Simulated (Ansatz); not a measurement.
## C₂H₇ClSSi, SMILES CS[SiH](C)Cl: a rigid torsion scan, step by step

Computed with Ansatz 0.2.0 through its Python package.

Run as a notebook:

```python
import warnings

import ansatz
from ase import Atoms

warnings.simplefilter("ignore", ansatz.DeckWarning)
```

```python
atoms = Atoms(["C", "S", "Si", "C", "Cl", "H", "H", "H", "H", "H", "H", "H"], positions=[
    (-0.7306, 2.2494, -0.2838),
    (0.4281, 1.0675, -0.8391),
    (-0.1236, -0.6789, 0.2727),
    (1.1087, -2.0544, -0.1623),
    (0.0788, -0.2662, 2.2652),
    (-1.7977, 1.9646, -0.4959),
    (-0.6426, 2.5078, 0.7756),
    (-0.58, 3.2421, -0.8534),
    (-1.5082, -0.9938, 0.06),
    (0.7938, -2.9698, 0.429),
    (2.0704, -1.8184, 0.0714),
    (0.9798, -2.3053, -1.2054),
])
```

```python
first = (
    ansatz.Crystal.molecule_from_ase(atoms).calculation()
    .basis(gaussian="cc-pVDZ")
    .accuracy("medium")
    .functional("pbe0")
    .relax(force_tolerance=0.02, max_steps=80)
)
atoms.positions = first.run().report["positions_ang"]

start = atoms.get_dihedral(1, 2, 3, 9)
energies = {}
for turn in range(0, 121, 15):
    turned = atoms.copy()
    turned.set_dihedral(1, 2, 3, 9, start + turn, indices=[3, 9, 10, 11])
    calculation = (
        ansatz.Crystal.molecule_from_ase(turned).calculation()
        .basis(gaussian="cc-pVDZ")
        .correlation("MP2")
        .accuracy("medium")
    )
    energies[round((start + turn) % 360)] = calculation.run().report["free_energy_ev"]
floor = min(energies.values())
print("dihedral S1-Si2-C3-H9 (deg)   E - E(min) (eV)")
for angle, e in sorted(energies.items()):
    print(f"{angle:8d} {(e - floor):14.3f}  " + "#" * int(30 * (e - floor) / max(max(energies.values()) - floor, 1e-9)))
```

    dihedral S1-Si2-C3-H9 (deg)   E - E(min) (eV)
         179          0.000
         194          0.009  ####
         209          0.031  ##############
         224          0.053  #########################
         239          0.063  ##############################
         254          0.053  #########################
         269          0.031  ##############
         284          0.009  ####
         299          0.000

These settings explore the input space; basis and method may be short of convergence. The scan is rigid and the energies are electronic, in a modest basis. With rigid groups the curve can differ much from the relaxed path, the start wasn't checked as a minimum of this torsion, and equivalent turns needn't return to the same energy. The start is relaxed with a density functional and scanned with the wavefunction method, so it isn't exactly that method's minimum. Run time: 90 s on 1 thread of Arm Neoverse V1 (shared host), peak memory 0.37 GiB.
